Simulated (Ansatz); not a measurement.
Crystal: Hf2Pd2Se2Br2O3.

```xyz
11
Lattice="5.7607 0.0050 -0.0029 -0.5275 5.8466 0.0341 -1.4844 -0.9264 6.6459" Properties=species:S:1:pos:R:3 pbc="T T T"
Hf    3.5658    1.9949    2.3367
Hf    0.5362    2.1009    3.9624
Pd    3.9042   -0.0043    5.6409
Pd    0.4456    4.9498    2.4142
Se    2.0523    1.4944    6.2402
Se    2.4066    4.0824    3.5487
Br    4.1617    5.6554    1.0519
Br   -0.4152    4.0015    5.7576
O     4.5038    1.1491    3.9299
O     1.7546    1.0574    2.7229
O    -0.4225    3.0696    2.4575
```

The cell was built by a generator and needn't be a form met in nature.

| Quantity | Value |
| --- | --- |
| Program | Ansatz 0.2.0 |
| Task | relaxation of cell and atoms |
| Functional | BLYP |
| Potentials or basis | Ansatz PAW |
| Cutoff | 420 eV (not typed: the program's choice for these potentials) |
| k mesh | 4 × 4 × 3 |
| Occupations | fermi-dirac, width 0.05 eV |
| Spin | no spin polarisation |

At the start: volume 20.36 Å³/atom.

Where does the relaxation end?

It ends after 10 steps and the volume is 21.55 Å³/atom (+5.8 %); space group P1 (No. 1, to 0.05 Å).

Step by step:
| step | energy change (eV) | largest force (eV/Å) | volume (Å³) |
| --- | --- | --- | --- |
| 1 | 0.0000 | 0.2630 | 224.01 |
| 2 | -0.0516 | 0.3345 | 242.48 |
| 3 | -0.1259 | 0.1611 | 236.48 |
| 4 | -0.1306 | 0.0925 | 235.80 |
| 5 | -0.1304 | 0.0807 | 236.51 |
| 6 | -0.1325 | 0.0255 | 236.43 |
| 7 | -0.1326 | 0.0109 | 236.40 |
| 8 | -0.1554 | 0.0123 | 236.40 |
| 9 | -0.1548 | 0.0071 | 237.01 |
| 10 | -0.1557 | 0.0071 | 237.01 |

Final structure:
```xyz
11
Lattice="5.8329 -0.0129 -0.0009 -0.5523 5.9899 0.0343 -1.4978 -0.9446 6.7799" Properties=species:S:1:pos:R:3 pbc="T T T"
Hf    3.6085    2.0191    2.3994
Hf    0.5323    2.1603    4.0317
Pd    3.9410    0.0167    5.7489
Pd    0.4512    5.0636    2.4528
Se    2.0478    1.5157    6.3810
Se    2.4293    4.1475    3.5913
Br    4.2098    5.8129    1.0730
Br   -0.4317    4.0520    5.8547
O     4.5614    1.1795    4.0022
O     1.7829    1.0929    2.8167
O    -0.4355    3.1344    2.5281
```

Caveat: the plane-wave basis is chosen anew once the cell has moved, so the energies of steps on either side of that aren't comparable; the PAW data sets come from PBE, with cores solved anew for the run's functional, which leaves a small shift of forces and pressure.
